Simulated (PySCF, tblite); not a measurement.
# C5H10FOP: open-shell or spin-flip excitations

Wanted: open-shell or spin-flip excitations for C5H10FOP (`COCC/P=C(\C)F`).

Computed with tblite 0.8.0 and PySCF 2.14.0 and routines of our own; the level stands in each step. Atoms count from 0.

## 1. The starting structure

18 atoms, charge 0, multiplicity 1; geometry from: force field or distance geometry start.

## 2. Relaxing the molecule with GFN2-xTB, one coordinate held

The job: settings as JSON, then the geometry in Å.

```
{"job": {"kind": "relax", "xc": "GFN2-xTB", "basis": "xTB"}, "charge": 0, "multiplicity": 1}
C     -3.520300     0.469200     0.110400
O     -2.152000     0.602400    -0.210700
C     -1.335100    -0.259300     0.624200
C      0.119700    -0.058900     0.220800
P      1.271500    -1.138500     1.248500
C      2.809000    -0.715200     0.585200
C      3.198500     0.250800    -0.506400
F      3.873900    -1.343000     1.143200
H     -3.709600     0.757000     1.151600
H     -3.873300    -0.554400    -0.058600
H     -4.094800     1.141200    -0.544900
H     -1.658000    -1.300200     0.470400
H     -1.505800     0.009200     1.684200
H      0.389100     0.989700     0.348600
H      0.230400    -0.286800    -0.834700
H      3.724900    -0.304500    -1.270800
H      3.881500     0.995700    -0.080600
H      2.341600     0.751900    -0.945400
```

Launch:

```sh
$ OMP_NUM_THREADS=1 python excited_run.py task.json out
```

The driver reads the jobs from task.json and runs them one after another.

What it wrote:

```text
step      E/eV     max force
  0    -736.58146    1.417
  1    -736.64446    0.441
  2    -736.65559    0.299
  3    -736.66201    0.204
  4    -736.66727    0.201
  5    -736.67121    0.174
  6    -736.67427    0.168
  7    -736.67607    0.117
  8    -736.67737    0.084
  9    -736.67868    0.110
 10    -736.68002    0.113
 11    -736.68098    0.086
 12    -736.68144    0.039
 13    -736.68167    0.037
 14    -736.68184    0.037
 15    -736.68196    0.034
 16    -736.68202    0.035
 17    -736.68206    0.036
 18    -736.68209    0.036
 19    -736.68211    0.036
 20    -736.68213    0.037
 21    -736.68215    0.038
```

Run time: 0.26 s. Hardware: 1 thread of Arm Neoverse V1, shared host.

One coordinate is held by a constraint (a dihedral, as typed in the start), so the force along it need not vanish.

Along the way:

```tsv
step	energy from step 0 (eV)	largest force (eV/Å)
0	0.0000	1.4166
1	-0.0630	0.4414
2	-0.0741	0.2987
3	-0.0806	0.2040
4	-0.0858	0.2010
5	-0.0897	0.1745
6	-0.0928	0.1682
7	-0.0946	0.1174
8	-0.0959	0.0839
9	-0.0972	0.1102
10	-0.0986	0.1134
11	-0.0995	0.0856
12	-0.1000	0.0390
13	-0.1002	0.0366
14	-0.1004	0.0369
15	-0.1005	0.0340
16	-0.1006	0.0351
17	-0.1006	0.0360
18	-0.1006	0.0356
19	-0.1006	0.0359
20	-0.1007	0.0369
21	-0.1007	0.0378
```

Close pairs (by a distance rule), those that changed most:

```tsv
bond	before (Å)	after (Å)	change (Å)
P4–C5	1.727	1.680	-0.047
O1–C2	1.452	1.408	-0.043
C5–C6	1.509	1.487	-0.022
C3–P4	1.884	1.871	-0.013
C0–H10	1.100	1.088	-0.013
C6–H15	1.082	1.091	+0.010
C0–O1	1.412	1.403	-0.009
C3–H14	1.085	1.092	+0.006
```

The final coordinates are the input of the step that follows.

## 3. Open-shell or spin-flip excitations: collinear spin-flip TDA PBE50/def2-SVP

The job: settings as JSON, then the geometry in Å.

```
{"job": {"kind": "uabs", "xc": "PBE50", "basis": "def2-SVP", "nstates": 8, "spin_flip": true, "ref_mult": 3}, "charge": 0, "multiplicity": 1}
C     -3.505264     0.465385     0.114678
O     -2.137731     0.574550    -0.179742
C     -1.328532    -0.255497     0.619862
C      0.119240    -0.039039     0.202632
P      1.257141    -1.114891     1.225786
C      2.748952    -0.698157     0.575265
C      3.182925     0.241166    -0.492460
F      3.810390    -1.333470     1.140422
H     -3.711484     0.748367     1.154407
H     -3.866503    -0.557532    -0.048914
H     -4.023891     1.145974    -0.557267
H     -1.612988    -1.311607     0.484666
H     -1.461805    -0.007851     1.685478
H      0.367596     1.014912     0.343044
H      0.216077    -0.285818    -0.856561
H      3.726044    -0.309732    -1.261875
H      3.870425     0.976210    -0.071155
H      2.340647     0.753333    -0.943257
```

Method: collinear spin-flip TDA PBE50/def2-SVP, vertical, gas phase, core orbitals frozen in the response.

What it wrote:

```text
coarse grid: 15432 points
cycle   1  E = -711.8167964902  dE =  1.065e+00  |g| = 4.501e-01  |ddm| = 3.101e+00
cycle   2  E = -711.8278829733  dE = -1.109e-02  |g| = 4.708e-01  |ddm| = 8.095e-01
cycle   3  E = -711.9071097497  dE = -7.923e-02  |g| = 4.724e-02  |ddm| = 4.061e-01
cycle   4  E = -711.9084067076  dE = -1.297e-03  |g| = 1.575e-02  |ddm| = 8.509e-02
cycle   5  E = -711.9085722607  dE = -1.656e-04  |g| = 6.903e-03  |ddm| = 3.287e-02
cycle   6  E = -711.9086039520  dE = -3.169e-05  |g| = 2.259e-03  |ddm| = 1.367e-02
cycle   7  E = -711.9086088150  dE = -4.863e-06  |g| = 1.174e-03  |ddm| = 6.687e-03
final grid: 144504 points
cycle   8  E = -711.9721375788  dE = -2.671e-05  |g| = 4.920e-03  |ddm| = 1.794e-02
cycle   9  E = -711.9721381256  dE = -5.467e-07  |g| = 5.035e-03  |ddm| = 7.990e-03
cycle  10  E = -711.9721481495  dE = -1.002e-05  |g| = 4.092e-04  |ddm| = 3.919e-03
cycle  11  E = -711.9721482374  dE = -8.788e-08  |g| = 1.434e-04  |ddm| = 6.041e-04
cycle  12  E = -711.9721482602  dE = -2.282e-08  |g| = 4.805e-05  |ddm| = 3.575e-04
cycle  13  E = -711.9721482642  dE = -3.966e-09  |g| = 2.883e-05  |ddm| = 1.703e-04
cycle  14  E = -711.9721482655  dE = -1.285e-09  |g| = 9.331e-06  |ddm| = 9.929e-05
cycle  15  E = -711.9721482657  dE = -2.190e-10  |g| = 4.180e-06  |ddm| = 4.021e-05
converged SCF energy = -711.9721482657

<S^2> of the reference = 2.0147 (exact 2.0000)

Spin-flip excitations, energies against the reference
state   eV       nm        f      <S^2>   main configurations
  1  -2.1126        -   0.00000   0.023   Ha->Lb 0.96
  2   1.0109    397.0   0.00035   2.030   H-3a->Lb 0.49, Ha->L+1b 0.45
  3   2.1879    288.3   0.01635   1.014   H-2a->Lb 0.96
  4   3.6443    215.4   0.61571   0.049   Ha->L+1b 0.50, H-3a->Lb 0.48
  5   4.0561    201.0   0.00008   1.018   Ha->L+2b 0.73, Ha->L+4b 0.20
  6   4.6872    182.3   0.00193   1.019   H-5a->Lb 0.79, H-7a->Lb 0.12
  7   4.7525    180.6   0.00602   1.024   H-1a->Lb 0.98
  8   5.7325    158.0   0.00642   1.025   Ha->L+4b 0.47, Ha->L+3b 0.22, Ha->L+2b 0.12
```

Wall time 21 s (1 thread of Arm Neoverse V1, shared host); peak memory 0.59 GiB.

The ⟨S²⟩ below is that of the reference state, of multiplicity 3.

In short:

```tsv
quantity	value
low spin less high spin	-3.123 eV
⟨S²⟩	2.015
```

Löwdin spin populations of the reference state:

C0 0.00; O1 0.00; C2 0.00; C3 -0.01; P4 0.97; C5 0.85; C6 -0.03; F7 0.09; H8 0.00; H9 0.00; H10 0.00; H11 0.00; H12 0.00; H13 0.02; H14 0.02; H15 0.04; H16 0.04; H17 0.00

## 4. What came out

| quantity | value |
| --- | --- |
| low spin less high spin (step 3, collinear spin-flip TDA PBE50/def2-SVP) | -3.123 eV |

What this shows: The values above hold for this geometry and these levels alone.
